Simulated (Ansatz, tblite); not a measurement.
# The cluster Sn2F3: rung by rung

How do method and basis change the picture of the cluster Sn2F3 (doublet)?

The runs use Ansatz 0.2.0, Gaussian basis; as each input shows.

The runs, in order: GFN1-xTB, GFN2-xTB, PBE-D4/def2-TZVP, r2SCAN-D4/def2-TZVP, r2SCAN0-D4/def2-TZVP, LC-ωPBE/def2-TZVP, ωB97M-V/def2-TZVP, PBE-D4/def2-SVP, PBE0-D4/def2-SVP, CCSD(T)/def2-SVP, MP2/def2-TZVP.

5 further runs of the same task are left out: 5 set aside as unsound or not needed. Runs told in other sessions of the task aren't counted.

## Step 1: The geometry

The geometry is that of the doublet, from an earlier relaxation (PBE0-D4/def2-SVP). At that level it is the lowest of the isomers that a small search found.

5 atoms, charge 0, spin multiplicity 2.

Bond lengths: Sn1–F3 2.178 Å, Sn1–F4 2.178 Å, Sn2–F3 2.136 Å, Sn2–F4 2.136 Å, Sn2–F5 1.953 Å. Angles: F3–Sn1–F4 72.1°, F3–Sn2–F4 73.7°, F3–Sn2–F5 90.1°, F4–Sn2–F5 90.1°, Sn1–F3–Sn2 106.5°, Sn1–F4–Sn2 106.5°.

Coordinates:

```xyz
5
charge 0, multiplicity 2
Sn    1.2385    1.6697    0.0312
Sn   -0.7013   -1.1314   -0.5596
F     1.2982   -0.5000   -0.1510
F    -0.7141    1.0022   -0.6661
F    -1.1213   -1.0405    1.3454
```

Sn takes a core potential in the def2 sets. No spin-orbit coupling is included.

PBE0-D4/def2-TZVP was run before; its log isn't repeated, and its numbers join the tables.

## Step 2: GFN1-xTB

Tight binding, by tblite at 300 K electronic temperature and without a spin-polarisation term:

```python
tblite.interface.Calculator('GFN1-xTB', numbers, positions, charge=0, uhf=1).singlepoint()
```

Energy -558.2649 eV; 0.003 s.

## Step 3: GFN2-xTB

Tight binding, by tblite at 300 K electronic temperature and without a spin-polarisation term:

```python
tblite.interface.Calculator('GFN2-xTB', numbers, positions, charge=0, uhf=1).singlepoint()
```

Energy -505.2858 eV; 0.003 s.

## Step 4: PBE-D4/def2-TZVP

start.molden holds the orbitals of an earlier run on this state, given as this run's starting guess.

in.yaml

```yaml
crystal:
  periodic: [false, false, false]
  atoms:
    - {symbol: Sn, position_ang: [1.238533, 1.669732, 0.031247]}
    - {symbol: Sn, position_ang: [-0.701293, -1.131351, -0.559576]}
    - {symbol: F, position_ang: [1.298173, -0.500046, -0.150986]}
    - {symbol: F, position_ang: [-0.714109, 1.002176, -0.666071]}
    - {symbol: F, position_ang: [-1.121304, -1.040510, 1.345396]}
basis:
  gaussian: {orbitals: def2-TZVP, initial_orbitals: start.molden}
magnetization: {spin_polarized: true, initial_magnetization: 1}
hamiltonian: {xc: pbe, dispersion: d4}
scf: {omitted_lower_state_checks: [starts]}
output: {forces: true, orbitals: {seedname: orbitals}}
```

The run is started by

```
> ansatz run in.yaml --threads 4 --pin off --events-out ev --progress --plain --max-ram 4787MiB
```

Output:

```text
Functional definition: PBE
  name "PBE"
  cite "Perdew, Burke & Ernzerhof, Phys. Rev. Lett. 77, 3865 (1996) doi:10.1103/PhysRevLett.77.3865"
  parent pbe
  parameter kappa = 0.804
  parameter beta = 0.06672455060314922
  exchange = pbe_x(kappa = kappa, mu = beta*pi^2/3)
  correlation = pbe_c(beta = beta)
these checks for a lower state are left out or cut short: starts
1244 factors; their error is unknown
mean field evaluation 1: about -19813.8661 eV, gradient 7.5e0 eV
mean field evaluation 2: about -19814.0365 eV, gradient 1.8e-1 eV
mean field evaluation 4: about -19814.0297 eV, gradient 6.1e-4 eV
mean field -19814.02969526 eV, -728.1521608690 hartree, gradient 2.7e-5 eV, S^2 0.752184; 0 other end points of the search recorded, 0 dependent functions left out
the calculation of the forces begins
reference -19814.02974539 eV, -728.1521627113 hartree; 36, 35 occupied and 157, 158 virtual orbitals, 1244 factors
Total energy: -19814.19223949 eV, -728.1581342594 hartree
Atom 0 at     1.238533     1.669732     0.031247 Å, force     0.144352     0.215188     0.063403 eV/Å
Atom 1 at    -0.701293    -1.131351    -0.559576 Å, force    -0.132632    -0.240770    -0.184878 eV/Å
Atom 2 at     1.298173    -0.500046    -0.150986 Å, force     0.323502    -0.186926     0.029356 eV/Å
Atom 3 at    -0.714109     1.002176    -0.666071 Å, force    -0.256320     0.245880    -0.119201 eV/Å
Atom 4 at    -1.121304    -1.040510     1.345396 Å, force    -0.078902    -0.033371     0.211320 eV/Å
Dipole moment:     0.125076     0.011776    -0.453994 e Å
Checks for a lower state left out: starts
```

It took 3.2 s on 4 threads of Arm Neoverse V2, shared host.

From the report: HOMO -3.74 eV, LUMO -2.95 eV (over both spins); ⟨S²⟩ 0.752 (pure: 0.75).

## Step 5: r2SCAN-D4/def2-TZVP

in.yaml: that of step 4 with these lines changed.

```diff
@@ -11,4 +11,4 @@
 magnetization: {spin_polarized: true, initial_magnetization: 1}
-hamiltonian: {xc: pbe, dispersion: d4}
+hamiltonian: {xc: r2scan, dispersion: d4}
 scf: {omitted_lower_state_checks: [starts]}
-output: {forces: true, orbitals: {seedname: orbitals}}
+output: {orbitals: {seedname: orbitals}}
```

Same command.

Output:

```text
Functional definition: r2SCAN
  name "r2SCAN"
  cite "Furness, Kaplan, Ning, Perdew & Sun, J. Phys. Chem. Lett. 11, 8208 (2020) doi:10.1021/acs.jpclett.0c02405"
  cite "Furness, Kaplan, Ning, Perdew & Sun, J. Phys. Chem. Lett. 11, 9248 (2020) doi:10.1021/acs.jpclett.0c03077"
  parent r2scan
  parameter k0 = 0.174
  parameter k1 = 0.065
  parameter a1 = 4.9479
  exchange = r2scan_x(k0 = k0, k1 = k1, a1 = a1)
  correlation = r2scan_c
these checks for a lower state are left out or cut short: starts
1244 factors; their error is unknown
mean field evaluation 1: about -19822.7683 eV, gradient 4.6e0 eV
mean field evaluation 2: about -19822.8187 eV, gradient 6.6e-2 eV
mean field evaluation 4: about -19822.8113 eV, gradient 2.0e-4 eV
mean field -19822.81129589 eV, -728.4748787397 hartree, gradient 1.3e-5 eV, S^2 0.756283; 0 other end points of the search recorded, 0 dependent functions left out
reference -19822.81131706 eV, -728.4748795178 hartree; 36, 35 occupied and 157, 158 virtual orbitals, 1244 factors
Total energy: -19822.84416390 eV, -728.4760866171 hartree
Checks for a lower state left out: starts
```

It took 8 s on 4 threads of Arm Neoverse V2, shared host.

Report: HOMO -4.09 eV, LUMO -2.78 eV (over both spins); ⟨S²⟩ 0.756 (pure: 0.75).

## Step 6: r2SCAN0-D4/def2-TZVP

in.yaml: that of step 5 with these lines changed.

```diff
@@ -11,3 +11,3 @@
 magnetization: {spin_polarized: true, initial_magnetization: 1}
-hamiltonian: {xc: r2scan, dispersion: d4}
+hamiltonian: {xc: {name: r2SCAN0}, dispersion: d4}
 scf: {omitted_lower_state_checks: [starts]}
```

The command is unchanged.

Output, cut to the lines that bear on the results:

```text
Functional definition: r2SCAN0
  name "r2SCAN0"
  cite "Bursch, Neugebauer, Ehlert & Grimme, J. Chem. Phys. 156, 134105 (2022) doi:10.1063/5.0086040"
  cite "Furness, Kaplan, Ning, Perdew & Sun, J. Phys. Chem. Lett. 11, 8208 (2020) doi:10.1021/acs.jpclett.0c02405"
  cite "Furness, Kaplan, Ning, Perdew & Sun, J. Phys. Chem. Lett. 11, 9248 (2020) doi:10.1021/acs.jpclett.0c03077"
  parent r2scan
[...]
1390 factors; their error is unknown
[...]
mean field -19819.91204989 eV, -728.3683334146 hartree, gradient 1.5e-5 eV, S^2 0.757655; 0 other end points of the search recorded, 0 dependent functions left out
reference -19819.91206594 eV, -728.3683340044 hartree; 36, 35 occupied and 157, 158 virtual orbitals, 1390 factors
Total energy: -19819.95387118 eV, -728.3698703185 hartree
Checks for a lower state left out: starts
```

It took 10 s on 4 threads of Arm Neoverse V2, shared host; peak memory 0.73 GiB.

From the report: HOMO -5.00 eV, LUMO -2.10 eV (over both spins); ⟨S²⟩ 0.758 (pure: 0.75).

## Step 7: LC-ωPBE/def2-TZVP

in.yaml: that of step 6 with these lines changed.

```diff
@@ -11,3 +11,3 @@
 magnetization: {spin_polarized: true, initial_magnetization: 1}
-hamiltonian: {xc: {name: r2SCAN0}, dispersion: d4}
+hamiltonian: {xc: {name: LC-wPBE}}
 scf: {omitted_lower_state_checks: [starts]}
```

Same command.

Output, cut to the lines that bear on the results:

```text
Functional definition: LC-wPBE
  name "LC-wPBE"
  cite "Vydrov & Scuseria, J. Chem. Phys. 125, 234109 (2006) doi:10.1063/1.2409292"
  cite "Heyd & Scuseria, J. Chem. Phys. 120, 7274 (2004) doi:10.1063/1.1668634"
  cite "Ernzerhof & Perdew, J. Chem. Phys. 109, 3313 (1998) doi:10.1063/1.476928"
  cite "Perdew, Burke & Ernzerhof, Phys. Rev. Lett. 77, 3865 (1996) doi:10.1103/PhysRevLett.77.3865"
  parent pbe
[...]
1244 factors; their error is unknown
367 factors; integrals over basis functions are off by at most 3.4e-5 eV
[...]
mean field -19818.60869401 eV, -728.3204359694 hartree, gradient 1.8e-5 eV, S^2 0.758161; 0 other end points of the search recorded, 0 dependent functions left out
reference -19818.60869402 eV, -728.3204359697 hartree; 36, 35 occupied and 157, 158 virtual orbitals, 1244 factors
Total energy: -19818.60869402 eV, -728.3204359697 hartree
Checks for a lower state left out: starts
```

Run time: 4.1 s. Hardware: 4 threads of Arm Neoverse V2, shared host.

Report: HOMO -7.23 eV, LUMO -0.13 eV (over both spins); ⟨S²⟩ 0.758 (pure: 0.75).

## Step 8: ωB97M-V/def2-TZVP

in.yaml: that of step 7 with these lines changed.

```diff
@@ -11,3 +11,3 @@
 magnetization: {spin_polarized: true, initial_magnetization: 1}
-hamiltonian: {xc: {name: LC-wPBE}}
+hamiltonian: {xc: {name: wB97M-V}}
 scf: {omitted_lower_state_checks: [starts]}
```

The command is unchanged.

Output, cut to the lines that bear on the results:

```text
Functional definition: wB97M-V
  name "wB97M-V"
  cite "Mardirossian & Head-Gordon, J. Chem. Phys. 144, 214110 (2016) doi:10.1063/1.4952647"
  cite "Becke, J. Chem. Phys. 107, 8554 (1997) doi:10.1063/1.475007"
  cite "Vydrov & Van Voorhis, J. Chem. Phys. 133, 244103 (2010) doi:10.1063/1.3521275"
  # Of w^i u^j: cxij and so on, Table III.
[...]
  gx(w, u) = 1 - cx + cx01*u + cx10*w
  gss(w, u) = css00 + css04*u^4 + css10*w + css20*w^2 + css43*w^4*u^3
  gos(w, u) = cos00 + cos10*w + (cos20 + cos21*u)*w^2 + (cos60 + cos61*u)*w^6
[...]
      + integral(e_c_pw_mod_opposite_spin*gos(b97_w_opposite, b97_u_opposite)) + vv10(b, c)
[...]
1332 factors; their error is unknown
248 factors; integrals over basis functions are off by at most 5.1e-5 eV
[...]
mean field -19817.35964998 eV, -728.2745344479 hartree, gradient 1.6e-5 eV, S^2 0.753326; 0 other end points of the search recorded, 0 dependent functions left out
reference -19817.35970385 eV, -728.2745364275 hartree; 36, 35 occupied and 157, 158 virtual orbitals, 1332 factors
Total energy: -19817.35970385 eV, -728.2745364275 hartree
Checks for a lower state left out: starts
```

It took 19 s on 4 threads of Arm Neoverse V2, shared host; peak memory 1 GiB.

HOMO -6.63 eV, LUMO -0.42 eV (over both spins); ⟨S²⟩ 0.753 (pure: 0.75).

## Step 9: PBE-D4/def2-SVP

in.yaml: that of step 8 with these lines changed.

```diff
@@ -9,5 +9,5 @@
 basis:
-  gaussian: {orbitals: def2-TZVP, initial_orbitals: start.molden}
+  gaussian: {orbitals: def2-SVP, initial_orbitals: start.molden}
 magnetization: {spin_polarized: true, initial_magnetization: 1}
-hamiltonian: {xc: {name: wB97M-V}}
+hamiltonian: {xc: pbe, dispersion: d4}
 scf: {omitted_lower_state_checks: [starts]}
```

Launched as before.

Output:

```text
Functional definition: PBE
  name "PBE"
  cite "Perdew, Burke & Ernzerhof, Phys. Rev. Lett. 77, 3865 (1996) doi:10.1103/PhysRevLett.77.3865"
  parent pbe
  parameter kappa = 0.804
  parameter beta = 0.06672455060314922
  exchange = pbe_x(kappa = kappa, mu = beta*pi^2/3)
  correlation = pbe_c(beta = beta)
these checks for a lower state are left out or cut short: starts
1026 factors; their error is unknown
mean field evaluation 1: about -19802.6219 eV, gradient 2.4e1 eV
mean field evaluation 2: about -19803.2008 eV, gradient 8.3e-1 eV
mean field evaluation 4: about -19803.1792 eV, gradient 3.8e-2 eV
mean field -19803.17916859 eV, -727.7534113687 hartree, gradient 7.6e-5 eV, S^2 0.751885; 0 other end points of the search recorded, 0 dependent functions left out
reference -19803.17920752 eV, -727.7534127994 hartree; 36, 35 occupied and 58, 59 virtual orbitals, 1026 factors
Total energy: -19803.34170162 eV, -727.7593843475 hartree
Checks for a lower state left out: starts
```

It took 1.4 s on 4 threads of Arm Neoverse V2, shared host.

From the report: HOMO -3.61 eV, LUMO -2.74 eV (over both spins); ⟨S²⟩ 0.752 (pure: 0.75).

## Step 10: PBE0-D4/def2-SVP

in.yaml: that of step 9 with these lines changed.

```diff
@@ -11,3 +11,3 @@
 magnetization: {spin_polarized: true, initial_magnetization: 1}
-hamiltonian: {xc: pbe, dispersion: d4}
+hamiltonian: {xc: pbe0, dispersion: d4}
 scf: {omitted_lower_state_checks: [starts]}
```

Launched as before.

Output:

```text
Functional definition: PBE0
  name "PBE0"
  cite "Adamo & Barone, J. Chem. Phys. 110, 6158 (1999) doi:10.1063/1.478522"
  cite "Perdew, Burke & Ernzerhof, Phys. Rev. Lett. 77, 3865 (1996) doi:10.1103/PhysRevLett.77.3865"
  parent pbe
  parameter a = 0.25
  parameter kappa = 0.804
  parameter beta = 0.06672455060314922
  exchange = (1 - a)*pbe_x(kappa = kappa, mu = beta*pi^2/3) + a*exact_x
  correlation = pbe_c(beta = beta)
these checks for a lower state are left out or cut short: starts
1063 factors; integrals over basis functions are off by at most 2.6e-4 eV
mean field evaluation 1: about -19802.8886 eV, gradient 2.3e1 eV
mean field evaluation 2: about -19803.2314 eV, gradient 4.6e-1 eV
mean field evaluation 4: about -19803.3277 eV, gradient 1.9e-3 eV
mean field -19803.32768145 eV, -727.7588691158 hartree, gradient 1.7e-5 eV, S^2 0.753345; 0 other end points of the search recorded, 0 dependent functions left out
reference -19803.32771054 eV, -727.7588701847 hartree; 36, 35 occupied and 58, 59 virtual orbitals, 1063 factors
Total energy: -19803.46552457 eV, -727.7639347568 hartree
Checks for a lower state left out: starts
```

Run time: 2.1 s. Hardware: 4 threads of Arm Neoverse V2, shared host.

From the report: HOMO -4.65 eV, LUMO -1.99 eV (over both spins); ⟨S²⟩ 0.753 (pure: 0.75).

## Step 11: CCSD(T)/def2-SVP

in.yaml: that of step 10 with these lines changed.

```diff
@@ -11,4 +11,4 @@
 magnetization: {spin_polarized: true, initial_magnetization: 1}
-hamiltonian: {xc: pbe0, dispersion: d4}
-scf: {omitted_lower_state_checks: [starts]}
+correlation: {method: ccsd_t}
+scf: {omitted_lower_state_checks: [starts, cluster_reference]}
 output: {orbitals: {seedname: orbitals}}
```

The command is unchanged.

Output, cut to the lines that bear on the results:

```text
Functional definition: HF
  name "HF"
  cite "Fock, Z. Phys. 61, 126 (1930) doi:10.1007/BF01340294"
  parent pbe
[...]
1063 factors; integrals over basis functions are off by at most 2.6e-4 eV
[...]
mean field -19726.22531621 eV, -724.9254094551 hartree, gradient 4.5e-6 eV, S^2 0.766414; 0 other end points of the search recorded, 0 dependent functions left out
11 core orbitals not correlated: weight in the atoms' cores, before any rotation towards them, 1.000 or more for the frozen orbitals, at most 0.000 for the correlated occupied ones
reference -19726.22531621 eV, -724.9254094551 hartree; 25, 24 occupied and 58, 59 virtual orbitals, 1063 factors
second order -19.81049453 eV of doubles, -0.00000000 eV of singles
cycle   1  -19.67833170 eV  change    1.3e-1 eV  update   1.3e-1
[...]
cycle  10  -20.36557752 eV  change   -4.3e-5 eV  update   2.8e-5
perturbative correction -0.40998458 eV, -0.0150666554 hartree
Total energy: -19747.00087832 eV, -725.6888972802 hartree
Checks for a lower state left out: starts, cluster_reference
```

Wall time 27 s (4 threads of Arm Neoverse V2, shared host); peak memory 1 GiB.

From the report: Hartree-Fock HOMO -7.11 eV, LUMO 0.91 eV (over both spins); ⟨S²⟩ 0.766 (pure: 0.75); T1 0.014.

## Step 12: MP2/def2-TZVP

in.yaml: that of step 11 with these lines changed.

```diff
@@ -9,6 +9,6 @@
 basis:
-  gaussian: {orbitals: def2-SVP, initial_orbitals: start.molden}
+  gaussian: {orbitals: def2-TZVP, initial_orbitals: start.molden}
 magnetization: {spin_polarized: true, initial_magnetization: 1}
-correlation: {method: ccsd_t}
-scf: {omitted_lower_state_checks: [starts, cluster_reference]}
+correlation: {method: mp2}
+scf: {omitted_lower_state_checks: [starts]}
 output: {orbitals: {seedname: orbitals}}
```

The command is unchanged.

Output:

```text
Functional definition: HF
  name "HF"
  cite "Fock, Z. Phys. 61, 126 (1930) doi:10.1007/BF01340294"
  parent pbe
  exchange = exact_x
  correlation = 0
these checks for a lower state are left out or cut short: starts
1580 factors; integrals over basis functions are off by at most 7.3e-4 eV
mean field evaluation 1: about -19735.7003 eV, gradient 2.0e1 eV
mean field evaluation 2: about -19736.9267 eV, gradient 1.3e0 eV
mean field evaluation 4: about -19736.9652 eV, gradient 9.6e-2 eV
mean field evaluation 8: about -19736.9652 eV, gradient 1.2e-5 eV
mean field -19736.96520277 eV, -725.3200930064 hartree, gradient 1.1e-6 eV, S^2 0.769810; 0 other end points of the search recorded, 0 dependent functions left out
11 core orbitals not correlated: weight in the atoms' cores, before any rotation towards them, 1.000 or more for the frozen orbitals, at most 0.000 for the correlated occupied ones
reference -19736.96520277 eV, -725.3200930064 hartree; 25, 24 occupied and 157, 158 virtual orbitals, 1580 factors
second order -36.76107088 eV of doubles, -0.00000000 eV of singles
Total energy: -19773.72627365 eV, -726.6710374436 hartree
Checks for a lower state left out: starts
```

Run time: 6 s. Hardware: 4 threads of Arm Neoverse V2, shared host; peak memory 0.61 GiB.

Report: Hartree-Fock HOMO -7.19 eV, LUMO 0.56 eV (over both spins); ⟨S²⟩ 0.770 (pure: 0.75).

## Step 13: Comparison

```
               level  functions  HOMO (eV)  LUMO (eV)  gap (eV)   ⟨S²⟩   time
     PBE-D4/def2-SVP         94      -3.61      -2.74      0.87  0.752  1.4 s
    PBE-D4/def2-TZVP        193      -3.74      -2.95      0.80  0.752  3.2 s
 r2SCAN-D4/def2-TZVP        193      -4.09      -2.78      1.30  0.756    8 s
    PBE0-D4/def2-SVP         94      -4.65      -1.99      2.66  0.753  2.1 s
   PBE0-D4/def2-TZVP        193      -4.75      -2.20      2.55  0.754  4.9 s
r2SCAN0-D4/def2-TZVP        193      -5.00      -2.10      2.90  0.758   10 s
   LC-ωPBE/def2-TZVP        193      -7.23      -0.13      7.09  0.758  4.1 s
   ωB97M-V/def2-TZVP        193      -6.63      -0.42      6.21  0.753   19 s
```

The pieces so far (eV):

```
    basis           HF  MP2 correlation  CCSD correlation      (T)              total
 def2-SVP  -19726.2253         -19.8105          -20.3656  -0.4100        -19747.0009
def2-TZVP  -19736.9652         -36.7611                             -19773.7263 (MP2)
```

The correlation energy is far from converged in these sets, so it jumps between bases; where outer-core shells are correlated, the sets cover them unevenly.

## Step 14: Binding energy

Free atoms were run apart at each level; binding is atoms less cluster, divided by the number of atoms, without zero-point or spin-orbit terms.

Differences are taken before rounding.

```
              method  binding an atom (eV)  from CCSD(T)/def2-SVP (eV)   time
         HF/def2-SVP                 2.182                      -0.910       
        HF/def2-TZVP                 2.203                      -0.889       
     PBE-D4/def2-SVP                 3.549                      +0.457  1.4 s
    PBE-D4/def2-TZVP                 3.549                      +0.457  3.2 s
 r2SCAN-D4/def2-TZVP                 3.439                      +0.347    8 s
    PBE0-D4/def2-SVP                 3.310                      +0.218  2.1 s
   PBE0-D4/def2-TZVP                 3.330                      +0.238  4.9 s
r2SCAN0-D4/def2-TZVP                 3.246                      +0.154   10 s
   LC-ωPBE/def2-TZVP                 3.380                      +0.288  4.1 s
   ωB97M-V/def2-TZVP                 3.408                      +0.315   19 s
        MP2/def2-SVP                 3.274                      +0.182       
       MP2/def2-TZVP                 3.446                      +0.354    6 s
       CCSD/def2-SVP                 3.041                      -0.051       
    CCSD(T)/def2-SVP                 3.092                           0   27 s
```

Among the levels timed on like hardware and quicker than the yardstick, those that no quicker one beats, quickest first: PBE-D4/def2-SVP (1.4 s, +0.457 eV); PBE0-D4/def2-SVP (2.1 s, +0.218 eV); r2SCAN0-D4/def2-TZVP (10 s, +0.154 eV).

## Step 15: What came out

| quantity | value |
| --- | --- |
| gap in def2-TZVP, named functionals, smallest and largest | 0.80 eV (PBE-D4), 7.09 eV (LC-ωPBE) |
| correlation energy, CCSD(T)/def2-SVP | -20.78 eV |
| correlation energy, MP2/def2-TZVP | -36.76 eV |
| binding an atom, CCSD(T)/def2-SVP | 3.092 eV |
| ⟨S²⟩ in def2-TZVP, named functionals, smallest and largest | 0.752, 0.758 |
| PBE0 total energy, smallest basis above largest | 10.72 eV (def2-SVP, def2-TZVP) |

In words: Over the named functionals in def2-TZVP the gap runs from 0.80 eV (PBE-D4) to 7.09 eV (LC-ωPBE); exact exchange widens it. The functionals in def2-TZVP miss CCSD(T)/def2-SVP by +0.154 (r2SCAN0-D4) to +0.457 eV (PBE-D4) an atom. The yardstick is in a double-zeta basis, so levels in larger sets aren't compared like for like. CCSD(T)/def2-SVP isn't at the basis-set limit; small misses against it rank nothing. Over the named functionals in def2-TZVP spin contamination reaches 0.01 (LC-ωPBE), which is small.

For cost: r2SCAN0-D4/def2-TZVP gets within 0.154 eV in 10 s, where CCSD(T)/def2-SVP took 27 s; the quickest level in the cost chart, PBE-D4/def2-SVP, takes 1.4 s and misses by 0.457 eV. The slowest run with a step of its own, CCSD(T)/def2-SVP, took 27 s; the quickest functional in def2-TZVP took 3.2 s (shared host).
